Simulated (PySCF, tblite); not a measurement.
# C4H10GeNO radical: geometry, infrared bands and EPR parameters

Wanted: the infrared bands and EPR parameters of C4H10GeNO radical (`[NH2][GeH2][C@@H]1CC[C@@H]1[O]`), by calculation.

Programs: tblite 0.8.0 and PySCF 2.14.0, with density-fitted response routines of our own. Each step states its level of theory. These are calculated values for one molecule in the gas phase, unless marked as measured. Atoms count from 0, in the outputs and in this text.

### 1 The starting structure

17 atoms, charge 0, multiplicity 2; geometry from: force field or distance geometry start.

Bonds of the start (Å): N0–Ge1 1.87, Ge1–C2 1.94, C2–C3 1.51, C3–C4 1.51, C4–C5 1.53, C5–O6 1.40, C5–C2 1.52, N0–H7 1.05, N0–H8 1.05, Ge1–H9 1.56, Ge1–H10 1.55, C2–H11 1.10, C3–H12 1.12, C3–H13 1.10, C4–H14 1.10, C4–H15 1.10, C5–H16 1.09.

### 2 Optimising the geometry with GFN2-xTB

What the job is given:

```
{"job": {"kind": "relax", "xc": "GFN2-xTB", "basis": "xTB"}, "charge": 0, "multiplicity": 2}
N     -2.047600     0.357400     1.390200
Ge    -1.674600    -0.463000    -0.243700
C      0.211600    -0.423400    -0.682400
C      1.171900    -0.745300     0.433400
C      2.100000     0.228700    -0.258800
C      0.808400     0.975100    -0.609900
O      0.319000     1.654100     0.508500
H     -2.654700    -0.294600     1.950200
H     -2.660200     1.192500     1.204500
H     -2.282400    -1.895700    -0.306700
H     -2.411600     0.363100    -1.329200
H      0.507100    -0.973600    -1.588700
H      0.889100    -0.325800     1.433700
H      1.586200    -1.768500     0.431000
H      2.508600    -0.187500    -1.194500
H      2.795600     0.773800     0.392800
H      0.826500     1.544800    -1.540600
```

Command:

```bash
OMP_NUM_THREADS=1 python probes_run.py task.json out
```

This one command runs all jobs of the session in turn.

Standard output:

```text
step      E/eV     max force
  0    -610.45803    3.318
  1    -610.85837    1.129
  2    -610.99483    1.480
  3    -611.09719    1.057
  4    -611.18461    0.697
  5    -611.21824    0.464
  6    -611.25356    0.418
  7    -611.27372    0.387
  8    -611.29697    0.455
  9    -611.31927    0.376
 10    -611.34433    0.395
 11    -611.37253    0.437
 12    -611.40845    0.651
 13    -611.44718    0.524
 14    -611.45570    1.264
 15    -611.48545    0.648
 16    -611.50479    0.256
 17    -611.51690    0.227
 18    -611.52904    0.289
 19    -611.53459    0.175
 20    -611.53946    0.143
 21    -611.54284    0.191
 22    -611.54719    0.227
 23    -611.55236    0.249
 24    -611.55907    0.196
 25    -611.56715    0.226
 26    -611.57631    0.293
 27    -611.58650    0.336
 28    -611.59799    0.328
 29    -611.61221    0.294
 30    -611.62881    0.348
 31    -611.64401    0.333
 32    -611.65696    0.350
 33    -611.66794    0.283
 34    -611.67721    0.279
 35    -611.68672    0.239
 36    -611.69660    0.191
 37    -611.70173    0.159
 38    -611.70494    0.121
 39    -611.70687    0.101
 40    -611.70843    0.106
 41    -611.70967    0.081
 42    -611.71073    0.087
 43    -611.71182    0.093
 44    -611.71310    0.110
 45    -611.71457    0.110
 46    -611.71568    0.069
 47    -611.71638    0.066
 48    -611.71696    0.071
 49    -611.71787    0.117
 50    -611.71917    0.133
 51    -611.72064    0.094
 52    -611.72172    0.084
 53    -611.72245    0.062
 54    -611.72305    0.072
 55    -611.72384    0.069
 56    -611.72500    0.091
 57    -611.72601    0.099
 58    -611.72728    0.090
 59    -611.72828    0.058
 60    -611.72900    0.051
 61    -611.72951    0.052
 62    -611.72998    0.068
 63    -611.73040    0.057
 64    -611.73091    0.059
 65    -611.73161    0.061
 66    -611.73212    0.076
 67    -611.73269    0.063
 68    -611.73313    0.046
 69    -611.73347    0.046
 70    -611.73383    0.054
 71    -611.73419    0.060
 72    -611.73448    0.039
 73    -611.73475    0.040
 74    -611.73507    0.052
 75    -611.73549    0.058
 76    -611.73596    0.055
 77    -611.73637    0.039
 78    -611.73671    0.050
 79    -611.73707    0.071
 80    -611.73748    0.057
 81    -611.73793    0.057
 82    -611.73839    0.062
 83    -611.73894    0.059
 84    -611.73953    0.069
 85    -611.74009    0.059
 86    -611.74055    0.043
 87    -611.74094    0.061
 88    -611.74137    0.082
 89    -611.74208    0.087
 90    -611.74279    0.064
 91    -611.74339    0.051
 92    -611.74382    0.053
 93    -611.74415    0.042
 94    -611.74439    0.034
 95    -611.74455    0.033
 96    -611.74468    0.027
 97    -611.74480    0.042
 98    -611.74494    0.048
 99    -611.74507    0.031
100    -611.74520    0.020
101    -611.74524    0.018
102    -611.74533    0.024
103    -611.74538    0.025
104    -611.74545    0.022
105    -611.74553    0.028
106    -611.74565    0.030
107    -611.74580    0.032
108    -611.74597    0.030
109    -611.74608    0.021
110    -611.74614    0.018
111    -611.74620    0.018
112    -611.74629    0.025
113    -611.74639    0.026
114    -611.74646    0.016
115    -611.74649    0.014
116    -611.74650    0.011
117    -611.74651    0.008
```

Run time: 0.82 s. Hardware: 1 thread of Arm Neoverse V1, shared host.

Step by step: (not every step is listed)

```
step  energy from step 0 (eV)  largest force (eV/Å)
   0                   0.0000                3.3178
   1                  -0.4003                1.1290
   2                  -0.5368                1.4800
   3                  -0.6392                1.0571
   4                  -0.7266                0.6967
   5                  -0.7602                0.4635
   6                  -0.7955                0.4185
   7                  -0.8157                0.3866
   8                  -0.8389                0.4546
  18                  -1.0710                0.2892
  28                  -1.1400                0.3276
  38                  -1.2469                0.1210
  48                  -1.2589                0.0710
  58                  -1.2692                0.0904
  68                  -1.2751                0.0462
  78                  -1.2787                0.0503
  88                  -1.2833                0.0816
  98                  -1.2869                0.0484
 108                  -1.2879                0.0298
 112                  -1.2883                0.0245
 113                  -1.2884                0.0257
 114                  -1.2884                0.0159
 115                  -1.2885                0.0145
 116                  -1.2885                0.0108
 117                  -1.2885                0.0081
```

Close pairs (by a distance rule), those that changed most:

| bond | before (Å) | after (Å) | change (Å) |
| --- | --- | --- | --- |
| C5–O6 | 1.397 | 1.297 | -0.100 |
| C2–C5 | 1.522 | 1.599 | +0.077 |
| Ge1–C2 | 1.937 | 2.008 | +0.071 |
| N0–Ge1 | 1.866 | 1.801 | -0.065 |
| Ge1–H10 | 1.550 | 1.492 | -0.058 |
| Ge1–H9 | 1.558 | 1.512 | -0.045 |
| N0–H7 | 1.052 | 1.011 | -0.042 |
| N0–H8 | 1.052 | 1.012 | -0.041 |

The final coordinates are the input of the step that follows.

### 3 Vibrational analysis with GFN2-xTB

What the job is given:

```
{"job": {"kind": "ir", "xc": "GFN2-xTB", "basis": "xTB"}, "charge": 0, "multiplicity": 2}
N     -1.968210     0.574278     1.279988
Ge    -1.760464    -0.409007    -0.214479
C      0.128864    -0.596203    -0.868721
C      1.209865    -1.054030     0.098683
C      1.695243     0.390544     0.310442
C      0.696230     0.894629    -0.752085
O     -0.191186     1.792902    -0.455848
H     -1.510372     0.268151     2.127208
H     -1.801926     1.563771     1.151483
H     -2.261285    -1.786688     0.156555
H     -2.615763     0.211409    -1.268183
H      0.185536    -1.037026    -1.861624
H      0.829947    -1.528439     1.004676
H      1.958218    -1.706017    -0.350599
H      2.742851     0.556254     0.069173
H      1.477088     0.794759     1.296733
H      1.178365     1.082744    -1.733312
```

Standard output:

```text
mode    cm-1     km/mol
  1      64.0      0.28
  2      67.7      4.07
  3     132.4      7.28
  4     161.0     14.21
  5     217.6     19.83
  6     252.4     24.68
  7     366.5     20.53
  8     430.8      6.58
  9     454.9     25.06
 10     535.6     11.10
 11     542.3     17.85
 12     567.7    298.87
 13     604.9      4.15
 14     627.7     62.17
 15     717.1    257.80
 16     759.5     33.53
 17     790.5    141.64
 18     804.0     38.23
 19     813.6     62.45
 20     896.6     22.99
 21     967.8     17.87
 22     997.3     25.68
 23    1033.1      5.17
 24    1040.2      5.86
 25    1066.6     13.53
 26    1101.9      3.51
 27    1160.9      9.03
 28    1202.9      5.65
 29    1217.8      2.30
 30    1228.9     10.74
 31    1242.1      1.57
 32    1326.4     53.76
 33    1448.3      6.46
 34    1458.4     31.69
 35    1473.6      3.48
 36    1917.2    304.02
 37    2060.9    357.52
 38    2687.5     37.17
 39    2960.0     11.84
 40    2972.5     44.35
 41    2991.1     34.74
 42    3008.2     36.99
 43    3018.3     34.49
 44    3407.2     17.52
 45    3440.2      2.70
```

Run time: 0.59 s. Hardware: 1 thread of Arm Neoverse V1, shared host.

The strongest bands and the atoms that carry them (share of the mass-weighted mode):

| cm⁻¹ | km/mol | atoms |
| --- | --- | --- |
| 568 | 298.9 | N0 35 %, H8 24 %, H7 23 % |
| 628 | 62.2 | N0 36 %, H10 19 %, Ge1 17 % |
| 717 | 257.8 | H10 29 %, H9 27 %, N0 20 %, H7 12 % |
| 790 | 141.6 | H10 49 %, H9 40 % |
| 814 | 62.5 | H8 24 %, H7 18 %, H9 10 % |
| 1326 | 53.8 | C5 57 %, O6 27 % |
| 1917 | 304.0 | H9 94 % |
| 2061 | 357.5 | H10 94 % |

### 4 EPR parameters: B3LYP/def2-TZVP-core+pcH-1

The job, as its differences from that of step 3:

```diff
@@ -1,2 +1,2 @@
-{"job": {"kind": "ir", "xc": "GFN2-xTB", "basis": "xTB"}, "charge": 0, "multiplicity": 2}
+{"job": {"kind": "epr", "basis": "pcH-1"}, "charge": 0, "multiplicity": 2}
 N     -1.968210     0.574278     1.279988
```

Method: UKS B3LYP, def2-TZVP-core on Ge, pcH-1 on C H N O, non-relativistic, mean-field spin-orbit, GIAO.

Standard output:

```text
UKS, coarse grid
  cycle   1  E = -2365.12179768  |g| = 1.49e+00
  cycle   2  E = -2362.45133254  |g| = 2.31e+00
  cycle   3  E = -2364.80513594  |g| = 1.17e+00
  cycle   4  E = -2365.36764677  |g| = 2.99e-01
  cycle   5  E = -2365.35757201  |g| = 3.18e-01
  cycle   6  E = -2365.40557502  |g| = 1.20e-01
  cycle   7  E = -2365.41004351  |g| = 7.84e-02
  cycle   8  E = -2365.41180883  |g| = 5.22e-02
  cycle   9  E = -2365.41307712  |g| = 2.31e-02
  cycle  10  E = -2365.41335762  |g| = 2.80e-03
  cycle  11  E = -2365.41337454  |g| = 2.05e-03
  cycle  12  E = -2365.41338733  |g| = 1.66e-03
  cycle  13  E = -2365.41339977  |g| = 1.41e-03
  cycle  14  E = -2365.41342308  |g| = 1.05e-03
  cycle  15  E = -2365.41343490  |g| = 6.19e-04
  cycle  16  E = -2365.41343967  |g| = 7.14e-04
UKS, final grid
  cycle   1  E = -2365.41342019  |g| = 7.02e-04
  cycle   2  E = -2365.41342003  |g| = 1.25e-03
  cycle   3  E = -2365.41342071  |g| = 2.01e-04
  cycle   4  E = -2365.41342082  |g| = 1.76e-04
  cycle   5  E = -2365.41342110  |g| = 1.33e-04
  cycle   6  E = -2365.41342130  |g| = 1.15e-04
  cycle   7  E = -2365.41342151  |g| = 5.52e-05
  cycle   8  E = -2365.41342152  |g| = 2.56e-05
  cycle   9  E = -2365.41342152  |g| = 8.54e-06
E = -2365.41342152 Eh   <S^2> = 0.7559 (exact 0.7500)
g shifts (ppm)      1          2          3
  rmc          -272       -272       -272
  gc             -4         43         43
  oz_so         381       6180      35103
  total         105       5951      34874
hyperfine (MHz)  atom isotope    a_iso     a_fc   dipolar eigenvalues
    0   14N       0.37       0.35     -5.71     -5.62     11.32
    1  73Ge       6.62       6.66     -0.63      0.05      0.58
    2   13C      33.02      32.87    -17.57    -16.60     34.16
    3   13C       3.79       3.80     -2.07     -1.92      3.99
    4   13C      -4.60      -4.73     -2.41     -0.51      2.91
    5   13C     -42.29     -42.61     -9.06      1.53      7.53
    6   17O     -47.16     -43.49   -208.53    103.37    105.15
    7    1H      -7.16      -7.18     -7.78     -0.80      8.58
    8    1H       0.45       0.44    -10.49      4.45      6.05
    9    1H       3.68       3.69     -1.51     -0.66      2.17
   10    1H       3.22       3.23     -2.13     -1.79      3.92
   11    1H     -11.74     -11.76     -8.47     -2.33     10.79
   12    1H      19.77      19.77     -2.23     -0.59      2.82
   13    1H       4.05       4.04     -2.09     -1.02      3.11
   14    1H       5.27       5.24     -2.32     -2.00      4.32
   15    1H      -2.56      -2.58     -3.02     -1.90      4.92
   16    1H     275.44     275.36     -7.42     -3.77     11.19
```

Run time: 5 min. Hardware: 1 thread of Arm Neoverse V1, shared host; peak memory 1.4 GiB.

Principal g values 2.00242, 2.00827, 2.03719; g(iso) = 2.01596, against 2.00232 for a free electron.

Mean a(iso) over the nuclei that a row names, and the largest dipolar term of the row (other rows stand at the frozen geometry):

```csv
nuclei,isotope,a(iso) (MHz),"a(iso) (G, at g = 2.0023)",largest dipolar term (MHz)
H16,1H,275.4,98.3,11.2
O6,17O,-47.2,-16.8,-208.5
C5,13C,-42.3,-15.1,-9.1
C2,13C,33.0,11.8,34.2
H12,1H,19.8,7.1,2.8
H11,1H,-11.7,-4.2,10.8
Ge1,73Ge,6.6,2.4,-0.6
H14,1H,5.3,1.9,4.3
C4,13C,-4.6,-1.6,2.9
H13,1H,4.0,1.4,3.1
C3,13C,3.8,1.4,4.0
H9,1H,3.7,1.3,2.2
"H7, H8",1H,-3.4,-1.2,-10.5
H10,1H,3.2,1.1,3.9
```

Mulliken spin populations:

N0 0.10; Ge1 -0.02; C2 0.16; C3 0.00; C4 0.02; C5 -0.06; O6 0.68; H7 0.00; H8 0.00; H9 0.00; H10 0.00; H11 -0.01; H12 0.01; H13 0.00; H14 0.00; H15 0.00; H16 0.12

In first order the couplings over 0.8 MHz of 1H give 768 distinct lines over 118.6 G, if the averaged nuclei exchange fast; the same motion can average rows kept apart here too.

Orbitals, density, ELF and potential are computed afterwards from the orbital file.

ELF in a plane through or near 5 of the atoms.

Ten even steps from '0' (0.00) to '9' (1.00):
```
0000000000000000000000000000
0000000000000000000000000000
0000000000000000000000000000
0000000000000000000000000000
0000000001220000006751000000
0000123112541000039984100000
0001699754651000049996320000
0002999984662000148987541000
0003999993474100257777652000
0000588765542111234665420000
0000001112224555124122000000
0000000011464377275411000000
0000001221363268124122100000
0000001210147655322442100000
0000000000147631113432000000
0000000000136410001221000000
0000000000001100000000000000
0000000000000000000000000000
0000000000000000000000000000
0000000000000000000000000000
```
The map spans 10.5 Å across and 9.0 Å up, centred on the molecule. Atoms in the plane (x, y in Å): Ge1 (1.7, -0.7), C2 (-0.3, -1.0), C4 (-1.6, 0.8), H8 (2.1, 1.6), H14 (-2.6, 0.9).

On the surface of density 0.002 e/bohr³ the electrostatic potential runs, from the 1st to the 99th percentile, from -1.34 V near N0 to 1.44 V near H7.

The spin density lies nearest to O6 57 %; C2 11 %; H16 10 %; N0 8 %.

### 5 Summary of results

| quantity | value |
| --- | --- |
| strongest single infrared mode (GFN2-xTB) | 2061 cm⁻¹, 358 km/mol |
| zero-point energy (GFN2-xTB) | 80.4 kcal/mol |
| g(iso) (B3LYP) | 2.01596 |
| ⟨S²⟩ | 0.756 (exact 0.75) |
| largest a(iso) (averaged by class) | 1H on H16, 275.4 MHz |
| potential on the surface of density 0.002 e/bohr³, 1st and 99th percentile | -1.34 V and 1.44 V |

**Reading.** Relaxing lowered the energy by 1.288 eV in 117 steps; the close pair that moved most is C5–O6, from 1.397 to 1.297 Å. All 45 modes are real, so the xTB geometry is a minimum. The strongest single mode, at 2061 cm⁻¹, moves mainly H10. GFN2-xTB is a fitted tight-binding method: band positions and strengths are rough. Its intensities can rank the bands wrongly. Most of the unpaired spin sits on O6 (0.68 e). The isotropic g lies 13.6 ppt above the free-electron value. The hyperfine terms hold no scalar relativity, which the heavier nuclei need. These values are for one conformer; the search (at its own cheap level) found 2 more, at 0.60, 0.60 kcal/mol, and measured spectra average over such forms.
